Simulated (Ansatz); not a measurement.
# CH3O2Si: the cost of one run

Program: Ansatz 0.2.0. Level of theory: RKS LDA/6-31G*. These are calculated values, not measurements.

## Step 1: The starting structure

Bond lengths: C1–Si2 1.775 Å, Si2–O3 1.530 Å, Si2–O4 1.701 Å, C1–H5 1.085 Å, C1–H6 1.089 Å, O4–H7 0.953 Å. Angles: C1–Si2–O3 137.2°, C1–Si2–O4 109.7°, O3–Si2–O4 112.6°, Si2–C1–H5 120.3°, Si2–C1–H6 121.7°, H5–C1–H6 112.4°, Si2–O4–H7 111.4°.

Structure file:

```xyz
7

C    -0.5946    0.9621    0.1848
Si    0.4849   -0.4139    0.4883
O     1.3528   -0.9281    1.6392
O     0.7460   -1.2665   -0.9598
H    -0.9822    1.5468    1.0129
H    -1.2423    0.9993   -0.6894
H     0.2353   -0.8997   -1.6759
```

## Step 2: Relaxing end A

The input, input.yaml:

```yaml
crystal:
  periodic: [false, false, false]
  atoms:
    - { symbol: C, position_ang: [-0.59458, 0.96214, 0.18477] }
    - { symbol: Si, position_ang: [0.48494, -0.41386, 0.48832] }
    - { symbol: O, position_ang: [1.3528, -0.92814, 1.63922] }
    - { symbol: O, position_ang: [0.746, -1.2665, -0.95981] }
    - { symbol: H, position_ang: [-0.98221, 1.54675, 1.01288] }
    - { symbol: H, position_ang: [-1.24229, 0.99931, -0.68944] }
    - { symbol: H, position_ang: [0.23534, -0.8997, -1.67593] }
total_charge: -1
basis:
  gaussian: { orbitals: "6-31G*" }
hamiltonian:
  xc: lda
relax:
  f_tol: 0.02
  max_steps: 50
```

On the command line:

```
$ ansatz run input.yaml --threads 1 --pin off --max-ram 2048MiB --backend cpu --events-out ev --progress --plain --runs-dir out
```

What time and memory should one allow on 1 thread of an Arm CPU, shared host?

About 14 s, with a peak of 0.13 GiB.
